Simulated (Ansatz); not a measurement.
# H2CSO: the cost of one run

Program: Ansatz 0.2.0. Level of theory: DFT PBE, plane waves, PAW, scalar-relativistic, no spin polarisation. These are calculated values, not measurements.

### 1 The starting structure

The cell holds 30 atoms (C6H12O6S6): a = 8.785 Å, b = 8.785 Å, c = 8.785 Å, α = 90.00°, β = 90.00°, γ = 90.00°.

Its coordinates follow in the input file.

### 2 Relaxing the start

input.yaml reads:

```yaml
accuracy: low
crystal:
  lattice:
    - [8.78503, 0.0, 0.0]
    - [0.0, 8.78503, 0.0]
    - [0.0, 0.0, 8.78503]
  atoms:
    - { symbol: H, position: [0.4535562, 0.8952734, 0.7681537] }
    - { symbol: H, position: [0.3834891, 0.9090543, 0.81222] }
    - { symbol: H, position: [0.9014288, 0.0294541, 0.1926364] }
    - { symbol: H, position: [0.9012321, 0.0269511, 0.1087623] }
    - { symbol: H, position: [0.3711801, 0.5951234, 0.0311088] }
    - { symbol: H, position: [0.2909289, 0.583762, 0.0093874] }
    - { symbol: H, position: [0.8588824, 0.0295908, 0.5335644] }
    - { symbol: H, position: [0.9029124, 0.0997884, 0.5467858] }
    - { symbol: H, position: [0.6547685, 0.8011501, 0.4438489] }
    - { symbol: H, position: [0.6237697, 0.8312971, 0.3719365] }
    - { symbol: H, position: [0.3192639, 0.8926528, 0.1926451] }
    - { symbol: H, position: [0.2712816, 0.9519607, 0.227594] }
    - { symbol: O, position: [1.0821312, 0.652381, 0.6645601] }
    - { symbol: C, position: [0.9645798, 0.7106227, 0.6927222] }
    - { symbol: S, position: [0.8084798, 0.7879634, 0.7301196] }
    - { symbol: O, position: [0.4546249, 0.1133079, 0.2292647] }
    - { symbol: C, position: [0.4235139, 0.1563553, 0.3524822] }
    - { symbol: S, position: [0.3822007, 0.2135192, 0.5161064] }
    - { symbol: O, position: [0.7369787, 0.4738324, 0.0717616] }
    - { symbol: C, position: [0.8623622, 0.4339264, 0.0980298] }
    - { symbol: S, position: [1.0288626, 0.380934, 0.132912] }
    - { symbol: O, position: [0.0784921, -0.0269251, 0.890358] }
    - { symbol: C, position: [0.167701, 0.0731107, 0.884184] }
    - { symbol: S, position: [0.2861642, 0.2059513, 0.8759853] }
    - { symbol: O, position: [0.787942, 0.4075596, 0.4973664] }
    - { symbol: C, position: [0.8671873, 0.3602872, 0.5947781] }
    - { symbol: S, position: [0.9724194, 0.2975127, 0.724134] }
    - { symbol: O, position: [0.318614, 0.7242446, 0.5005621] }
    - { symbol: C, position: [0.4091488, 0.6408562, 0.4471452] }
    - { symbol: S, position: [0.5293725, 0.5301223, 0.3762112] }
basis:
  ecutwfc: 420.0
kpoints:
  mp_grid: { grid: [1, 1, 1] }
hamiltonian:
  xc: pbe
scf:
  occupations: { method: fermi_dirac, width: 0.05 }
  lower_state_search: "off"
relax:
  f_tol: 0.3
  max_steps: 15
  adjacent_minimum: "off"
```

Started as:

```console
$ ansatz run input.yaml --threads 1 --pin off --max-ram 3072MiB --backend cpu --events-out ev --progress --plain --runs-dir out
```

**Question.** How long does this run take on 1 thread of an Arm CPU, shared host, and how much memory does it need?

About 59 s, with a peak of 0.55 GiB.
